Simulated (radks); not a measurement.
# La⁴⁰⁺ in [Ne] 3s2 3p5: an all-electron calculation

An exercise on one series of results from a longer session: the logs are not shown, and one member is left open.

Method: Dirac Kohn-Sham, PBE, spin-unpolarised, spherical densities, finite nucleus; open shells fill j = l - 1/2 first. Code: radks (a radial shooting solver on a logarithmic mesh, Libxc functionals) version 1.

### Starting point

* element: lanthanum (Z = 57)
* charge: +40
* electrons: 17
* configuration: [Ne] 3s2 3p5
* nuclear rms radius: 4.855 fm

Set-up of the first run:

Settings of this run:

```text
Z 57
configuration [Ne] 3s2 3p5
relativity Dirac
functional pbe,pbe
spin unpolarised
j_filling energy
nucleus finite rms 4.855 fm
c 137.035999084
```

One of the session's tables, all rows but one given; the rest of the session is left out.

It belongs to the step «Orbitals and density». Sizes of the orbitals, from the radial functions (bohr):

| level | <r> | outermost maximum (interpolated) | 90 % within | nodes |
| --- | --- | --- | --- | --- |
| 1s1/2 | 0.02507 | 0.0161 | 0.0452 | 0 |
| 2s1/2 | 0.1058 | 0.0906 | 0.164 | 1 |
| 2p1/2 | 0.08887 | 0.0692 | 0.146 | 0 |
| 2p3/2 | 0.09475 | 0.0742 | 0.153 | 0 |
| 3s1/2 | ? | ? | ? | ? |
| 3p1/2 | 0.2471 | 0.231 | 0.367 | 1 |
| 3p3/2 | 0.2562 | 0.241 | 0.379 | 1 |

Q: Estimate the row for 3s1/2 from the others.

The run gave: <r>: 0.2602; outermost maximum (interpolated): 0.246; 90 % within: 0.379; nodes: 2. In the column «<r>» it is the highest.

To keep in mind: Spin polarisation and multiplet splitting are left out.
